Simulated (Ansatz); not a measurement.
# Al4In: the cost of one run

Computed with Ansatz 0.2.0 (DFT PBE, scalar-relativistic, plane waves, PAW, unless a step's input says otherwise).

## 1. The system as given

The structure is cubic, space group Pm-3m (No. 221). Conventional cell: a = 5.398 Å, b = 5.398 Å, c = 5.398 Å, α = 90.00°, β = 90.00°, γ = 90.00°. Around Al (site symmetry 4/mmm) lie 2 In at 2.70 Å. Al (site symmetry m-3m) is surrounded by 12 Al at 3.82 Å. Around In (site symmetry m-3m) lie 6 Al at 2.70 Å.

Structure file:

```
CELL_PARAMETERS angstrom
5.39815 0.00000 0.00000
0.00000 5.39815 0.00000
0.00000 0.00000 5.39815
ATOMIC_POSITIONS crystal
Al 0.00000 0.50000 0.50000
Al 0.50000 0.00000 0.50000
Al 0.50000 0.50000 0.00000
Al 0.00000 0.00000 0.00000
In 0.50000 0.50000 0.50000
```

Recipe of the guess: random cell by space group and Wyckoff sites (Pm-3m, No. 221). Its size is a rough estimate.

## 2. The guess as it stands, on a coarse mesh

The input, input.yaml:

```yaml
crystal:
  lattice:
    - [5.39815313, 0.0, 0.0]
    - [0.0, 5.39815313, 0.0]
    - [0.0, 0.0, 5.39815313]
  atoms:
    - { symbol: Al, position: [0.0, 0.5, 0.5] }
    - { symbol: Al, position: [0.5, 0.0, 0.5] }
    - { symbol: Al, position: [0.5, 0.5, 0.0] }
    - { symbol: Al, position: [0.0, 0.0, 0.0] }
    - { symbol: In, position: [0.5, 0.5, 0.5] }
basis:
  ecutwfc: 420
kpoints:
  mp_grid: { grid: [4, 4, 4] }
hamiltonian:
  xc: pbe
scf:
  occupations: { method: gaussian, width: 0.1 }
  lower_state_search: "off"
output:
  forces: true
  stress: true
  eigenvalues: true
```

Launch:

```bash
ansatz run input.yaml --threads 1 --pin off --max-ram 2560MiB --backend cpu --events-out ev --progress --plain --runs-dir out
```

Q: Estimate wall time and peak memory on 1 thread of Intel Xeon Platinum 8375C at 2.90GHz (Ice Lake), shared host.

About 2.1 s, with a peak of 0.39 GiB.
